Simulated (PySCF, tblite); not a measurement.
# C₆H₁₀ClNSi: geometry, infrared bands and NMR shifts

Wanted: the infrared bands and NMR shifts of C₆H₁₀ClNSi (`C=CCC[Si@H](Cl)CC#N`), by calculation.

The runs use tblite 0.8.0 and PySCF 2.14.0, with density-fitted response routines of our own; the level of theory stands in each step. All values are computed, except where a source is named. Atoms are numbered from 0 throughout.

### Step 1. Starting geometry

19 atoms, charge 0, multiplicity 1; geometry from: force field or distance geometry start.

Bonds of the start (Å): C0–C1 1.35, C1–C2 1.49, C2–C3 1.53, C3–Si4 1.88, Si4–Cl5 2.05, Si4–C6 1.87, C6–C7 1.46, C7–N8 1.15, C0–H9 1.08, C0–H10 1.08, C1–H11 1.08, C2–H12 1.10, C2–H13 1.09, C3–H14 1.10, C3–H15 1.09, Si4–H16 1.48, C6–H17 1.09, C6–H18 1.10.

### Step 2. Optimising the geometry with GFN2-xTB

What the job is given:

```
{"job": {"kind": "relax", "xc": "GFN2-xTB", "basis": "xTB"}, "charge": 0, "multiplicity": 1}
C      3.438700     0.581100     0.021000
C      2.152100     0.989600    -0.090900
C      1.003000     0.047600    -0.247600
C      0.039800     0.144900     0.935900
Si    -1.476800    -0.959700     0.856800
Cl    -0.878100    -2.923900     0.873800
C     -2.484300    -0.669400    -0.685900
C     -2.929700     0.721600    -0.777900
N     -3.276700     1.817800    -0.862200
H      3.700400    -0.467300    -0.000900
H      4.229100     1.305200     0.136700
H      1.933900     2.048000    -0.050200
H      0.466300     0.323300    -1.167000
H      1.351100    -0.980300    -0.385200
H      0.582300    -0.105100     1.865200
H     -0.302100     1.175100     1.076100
H     -2.306800    -0.770200     2.068700
H     -1.896600    -0.933600    -1.569500
H     -3.355400    -1.335600    -0.674700
```

On the command line:

```sh
$ OMP_NUM_THREADS=1 python probes_run.py task.json out
```

The driver reads the jobs from task.json and runs them one after another.

Standard output:

```text
step      E/eV     max force
  0    -737.70822    2.159
  1    -737.77185    2.246
  2    -737.80166    2.132
  3    -737.81008    1.476
  4    -737.83233    0.263
  5    -737.83773    0.186
  6    -737.84680    0.246
  7    -737.84910    0.142
  8    -737.85112    0.120
  9    -737.85236    0.103
 10    -737.85332    0.078
 11    -737.85384    0.051
 12    -737.85421    0.042
 13    -737.85451    0.055
 14    -737.85479    0.046
 15    -737.85504    0.036
 16    -737.85523    0.035
 17    -737.85539    0.033
 18    -737.85556    0.036
 19    -737.85572    0.035
 20    -737.85587    0.023
 21    -737.85598    0.023
 22    -737.85608    0.023
 23    -737.85618    0.023
 24    -737.85628    0.024
 25    -737.85637    0.023
 26    -737.85646    0.022
 27    -737.85656    0.030
 28    -737.85668    0.026
 29    -737.85682    0.028
 30    -737.85700    0.034
 31    -737.85723    0.037
 32    -737.85749    0.044
 33    -737.85771    0.034
 34    -737.85785    0.030
 35    -737.85796    0.025
 36    -737.85805    0.021
 37    -737.85813    0.022
 38    -737.85820    0.020
 39    -737.85826    0.018
 40    -737.85832    0.018
 41    -737.85838    0.017
 42    -737.85843    0.018
 43    -737.85846    0.018
 44    -737.85849    0.016
 45    -737.85852    0.014
 46    -737.85856    0.017
 47    -737.85858    0.017
 48    -737.85861    0.014
 49    -737.85862    0.009
```

It took 1.5 s on 1 thread of Intel Xeon at 2.50GHz, shared host; peak memory 0.18 GiB.

Along the way: (not every step is listed)

```tsv
step	energy from step 0 (eV)	largest force (eV/Å)
0	0.0000	2.1592
1	-0.0636	2.2457
2	-0.0934	2.1323
3	-0.1019	1.4755
4	-0.1241	0.2625
5	-0.1295	0.1858
6	-0.1386	0.2459
7	-0.1409	0.1418
8	-0.1429	0.1197
11	-0.1456	0.0510
14	-0.1466	0.0463
17	-0.1472	0.0334
20	-0.1476	0.0229
23	-0.1480	0.0234
26	-0.1482	0.0223
29	-0.1486	0.0282
32	-0.1493	0.0438
35	-0.1497	0.0255
38	-0.1500	0.0201
41	-0.1502	0.0166
44	-0.1503	0.0162
45	-0.1503	0.0142
46	-0.1503	0.0165
47	-0.1504	0.0173
48	-0.1504	0.0144
49	-0.1504	0.0094
```

Distances of close pairs at the start and the end, largest changes first:

```tsv
bond	before (Å)	after (Å)	change (Å)
Si4–C6	1.865	1.925	+0.060
C0–C1	1.355	1.319	-0.035
C6–C7	1.463	1.429	-0.034
Si4–Cl5	2.053	2.025	-0.029
C3–Si4	1.878	1.903	+0.025
Si4–H16	1.481	1.462	-0.019
C3–H14	1.105	1.092	-0.013
C7–N8	1.153	1.144	-0.009
```

The next job starts from the end point, and lists it.

### Step 3. Vibrational analysis with GFN2-xTB

What the job is given:

```
{"job": {"kind": "ir", "xc": "GFN2-xTB", "basis": "xTB"}, "charge": 0, "multiplicity": 1}
C      3.396292     0.568357     0.011040
C      2.145041     0.973963    -0.090417
C      0.969976     0.061361    -0.244034
C      0.031522     0.186979     0.967215
Si    -1.455855    -0.998926     0.913914
Cl    -0.828021    -2.920992     0.810685
C     -2.473591    -0.678505    -0.688785
C     -2.862452     0.693351    -0.785393
N     -3.154486     1.797975    -0.843457
H      3.656868    -0.476939    -0.027518
H      4.213753     1.258413     0.131588
H      1.905572     2.028647    -0.045449
H      0.425641     0.334529    -1.152347
H      1.314816    -0.969643    -0.344637
H      0.612951     0.008247     1.874282
H     -0.325360     1.216644     1.027231
H     -2.324526    -0.843264     2.080097
H     -1.885214    -0.933851    -1.573169
H     -3.372731    -1.297096    -0.698693
```

Standard output:

```text
mode    cm-1     km/mol
  1      17.2      2.85
  2      38.3      1.91
  3      54.3      4.59
  4      76.1      1.58
  5      94.1      7.70
  6     120.7      2.74
  7     156.2      2.65
  8     188.1      5.27
  9     243.0      5.82
 10     328.0      9.56
 11     377.3      0.87
 12     426.2      1.82
 13     440.6      4.35
 14     508.2     54.56
 15     603.0     33.42
 16     620.4    152.30
 17     635.5     76.44
 18     693.8     17.32
 19     740.6    126.14
 20     751.8     58.17
 21     799.7    158.86
 22     896.4      8.84
 23     912.9     19.83
 24     953.4      7.84
 25    1012.7     23.54
 26    1023.9     16.23
 27    1054.4     19.80
 28    1067.0     12.42
 29    1073.4      0.71
 30    1178.5     18.58
 31    1181.0    117.84
 32    1226.6     11.29
 33    1261.9      0.91
 34    1288.8      8.37
 35    1332.2      0.36
 36    1408.5      8.90
 37    1416.2      2.01
 38    1471.4      4.58
 39    1475.5      0.35
 40    1720.6     13.39
 41    2260.7    237.99
 42    2403.9    300.64
 43    2951.4     19.18
 44    2963.4     13.98
 45    2970.5     43.02
 46    2977.8     16.47
 47    2982.2     13.31
 48    2988.0     31.45
 49    3056.0     36.27
 50    3098.4     23.12
 51    3126.4     55.61
```

Wall time 3 s (1 thread of Intel Xeon at 2.50GHz, shared host); peak memory 0.18 GiB.

Which atoms move in the most intense modes:

```tsv
cm⁻¹	km/mol	atoms
620	152.3	H16 81 %
636	76.4	H16 39 %, C1 14 %, H10 12 %
741	126.1	H15 26 %, H14 24 %, C3 14 %, H12 10 %
752	58.2	H17 27 %, C6 26 %, H18 19 %
800	158.9	C3 32 %, Si4 31 %
1181	117.8	C6 30 %, H18 23 %, H17 21 %
2261	238.0	H16 97 %
2404	300.6	C7 60 %, N8 39 %
```

### Step 4. Shielding tensors: PBE0/pcSseg-1

The job, as its differences from that of step 3:

```diff
@@ -1,2 +1,2 @@
-{"job": {"kind": "ir", "xc": "GFN2-xTB", "basis": "xTB"}, "charge": 0, "multiplicity": 1}
+{"job": {"kind": "nmr", "xc": "PBE0", "basis": "pcSseg-1"}, "charge": 0, "multiplicity": 1}
 C      3.396292     0.568357     0.011040
```

With the program's defaults for keys left out, this is: GIAO PBE0/pcSseg-1 NMR shielding, non-relativistic, gas phase.

Standard output:

```text
coarse grid: 17032 points
cycle   1  E = -1038.2994010345  dE =  9.879e-01  |g| = 5.831e-01  |ddm| = 3.978e+00
cycle   2  E = -1038.1548377179  dE =  1.446e-01  |g| = 1.001e+00  |ddm| = 1.434e+00
cycle   3  E = -1038.3781583996  dE = -2.233e-01  |g| = 2.232e-01  |ddm| = 9.347e-01
cycle   4  E = -1038.3891013646  dE = -1.094e-02  |g| = 3.899e-02  |ddm| = 1.748e-01
cycle   5  E = -1038.3894275591  dE = -3.262e-04  |g| = 9.712e-03  |ddm| = 4.160e-02
cycle   6  E = -1038.3894499858  dE = -2.243e-05  |g| = 2.966e-03  |ddm| = 1.191e-02
cycle   7  E = -1038.3894518122  dE = -1.826e-06  |g| = 1.225e-03  |ddm| = 3.243e-03
final grid: 155632 points
cycle   8  E = -1038.4413199061  dE = -4.407e-05  |g| = 8.051e-03  |ddm| = 3.068e-02
cycle   9  E = -1038.4413178829  dE =  2.023e-06  |g| = 8.398e-03  |ddm| = 1.380e-02
cycle  10  E = -1038.4413359240  dE = -1.804e-05  |g| = 7.722e-04  |ddm| = 7.069e-03
cycle  11  E = -1038.4413360016  dE = -7.753e-08  |g| = 4.587e-04  |ddm| = 9.020e-04
cycle  12  E = -1038.4413360435  dE = -4.195e-08  |g| = 1.349e-04  |ddm| = 3.695e-04
cycle  13  E = -1038.4413360472  dE = -3.656e-09  |g| = 4.034e-05  |ddm| = 1.138e-04
cycle  14  E = -1038.4413360475  dE = -3.572e-10  |g| = 1.229e-05  |ddm| = 3.873e-05
converged SCF energy = -1038.4413360475

GIAO shielding tensors (ppm)
atom      isotropic    diamagn.    paramagn.     s11        s22        s33       span
  0 C       65.358     253.161    -187.803    -45.505     84.352    157.227    202.731
  1 C       38.121     256.517    -218.395    -86.224     46.981    153.607    239.831
  2 C      155.827     250.793     -94.966    146.148    148.765    172.570     26.422
  3 C      166.657     257.384     -90.727    158.004    161.528    180.439     22.435
  4 Si     342.630     879.474    -536.844    299.519    359.024    369.347     69.829
  5 Cl     978.464    1149.360    -170.897    930.219    971.835   1033.337    103.119
  6 C      183.193     256.320     -73.127    165.547    178.496    205.537     39.990
  7 C       66.866     261.465    -194.598    -48.226    -43.941    292.767    340.993
  8 N      -30.436     340.527    -370.963   -205.030   -192.199    305.921    510.951
  9 H       26.241      31.751      -5.510     22.754     25.261     30.708      7.954
 10 H       26.392      28.035      -1.643     23.521     25.172     30.483      6.962
 11 H       25.496      32.049      -6.553     22.791     24.579     29.119      6.328
 12 H       29.563      35.371      -5.808     24.443     30.370     33.875      9.432
 13 H       29.599      35.059      -5.460     24.344     31.450     33.002      8.658
 14 H       30.854      33.492      -2.638     26.838     29.614     36.109      9.272
 15 H       30.291      35.442      -5.151     26.575     28.748     35.550      8.975
 16 H       26.329      28.231      -1.903     22.664     24.341     31.981      9.317
 17 H       29.804      32.328      -2.524     26.314     28.782     34.317      8.003
 18 H       29.769      25.382       4.387     23.988     28.949     36.370     12.382
```

Wall time 1.7 min (1 thread of Intel Xeon at 2.50GHz, shared host); peak memory 1 GiB.

Shifts follow as δ = σ(reference) − σ, with reference shieldings (ppm) from runs at the same level and on the same kind of geometry: ¹H TMS 31.72, ¹³C TMS 186.9, ²⁹Si TMS 349.2, ¹⁵N NH3 267.7, ³⁵Cl HCl 950. The references are single molecules in the gas phase, so shifts against H2O, NH3, PH3, H3PO4 or CFCl3 are not on the usual liquid scales and can be off by tens of ppm.

```tsv
atoms	environment	σ (ppm)	δ (ppm)	δ scaled to CDCl3
C1	alkene CH	38.1	148.8	143.3
C0	terminal =CH2 carbon	65.4	121.6	116.7
C7	nitrile carbon	66.9	120.1	115.3
C2	allylic sp3 CH2	155.8	31.1	28.4
C3	sp3 CH2 bonded to Si	166.7	20.3	17.9
C6	sp3 CH2 bonded to Si, α to a nitrile	183.2	3.7	1.7
H11	hydrogen on an alkene CH	25.50	6.22	5.97
H9	hydrogen on a terminal =CH2 carbon	26.24	5.48	5.27
H16	hydrogen on a silicon bonded to 2 C, Cl	26.33	5.39	–
H10	hydrogen on a terminal =CH2 carbon	26.39	5.32	5.13
H12	hydrogen on an allylic sp3 CH2	29.56	2.15	2.14
H13	hydrogen on an allylic sp3 CH2	29.60	2.12	2.10
H18	hydrogen on an sp3 CH2 bonded to Si, α to a nitrile	29.77	1.95	1.94
H17	hydrogen on an sp3 CH2 bonded to Si, α to a nitrile	29.80	1.91	1.91
H15	hydrogen on an sp3 CH2 bonded to Si	30.29	1.43	1.45
H14	hydrogen on an sp3 CH2 bonded to Si	30.85	0.86	0.92
Si4	silicon bonded to 2 C, Cl, H	342.6	6.5	–
Cl5	chlorine bonded to Si	978	-29	–
N8	nitrile nitrogen	-30.4	298.2	–
```

The scaled column applies a straight-line fit of computed shieldings to shifts measured in CDCl3, with any fitted terms for Cl, Br or S neighbours (root-mean-square error 0.16 ppm for H, 1.9 ppm for C).

The run also stored atomic charges by several schemes (e):

```tsv
atoms	Mulliken	IAO	Hirshfeld	ESP fit
C0	-0.15	-0.32	-0.10	-0.45
C1	-0.23	-0.13	-0.03	-0.23
C2	-0.21	-0.25	-0.07	0.18
C3	-0.56	-0.54	-0.16	-0.29
Si4	0.89	0.96	0.39	0.38
Cl5	-0.32	-0.31	-0.11	-0.17
C6	-0.52	-0.59	-0.14	-0.54
C7	0.03	0.14	0.08	0.48
N8	-0.25	-0.26	-0.24	-0.51
```

Mayer bond orders: C0–C1 2.00, C1–C2 1.05, C2–C3 1.01, C3–Si4 0.92, Si4–Cl5 0.99, Si4–C6 0.84, C6–C7 1.04, C7–N8 3.03.

### Step 5. What came out

| quantity | value |
| --- | --- |
| strongest single infrared mode (GFN2-xTB) | 2404 cm⁻¹, 301 km/mol |
| zero-point energy (GFN2-xTB) | 89.6 kcal/mol |
| ¹³C shifts against TMS (PBE0/pcSseg-1) | 148.8, 121.6, 120.1, 31.1, 20.3, 3.7 ppm |
| ¹H shifts against TMS (PBE0/pcSseg-1) | 6.22, 5.48, 5.39, 5.32, 2.15, 2.12, 1.95, 1.91, 1.43, 0.86 ppm |
| ²⁹Si shifts against TMS (PBE0/pcSseg-1) | 6.5 ppm |
| ³⁵Cl shifts against HCl (PBE0/pcSseg-1) | -29 ppm |
| ¹⁵N shifts against NH3 (PBE0/pcSseg-1) | 298.2 ppm |

**Reading.** The optimisation took 49 steps and gained 0.150 eV; among the close pairs (by a distance rule), Si4–C6 changed most, from 1.865 to 1.925 Å. No mode is imaginary among the 51: a minimum at this level. The strongest single mode, at 2404 cm⁻¹, moves mainly C7 and N8. Unscaled tight-binding wavenumbers are off by several per cent, some by more. Its intensities can rank the bands wrongly. The most deshielded carbon is C1 (alkene CH), at 148.8 ppm: the olefinic region. The most deshielded hydrogen is H11 (hydrogen on an alkene CH), at 6.22 ppm: olefinic region. At PBE0/pcSseg-1: The largest span, 511 ppm, is at N8, where the paramagnetic term is -371 ppm.
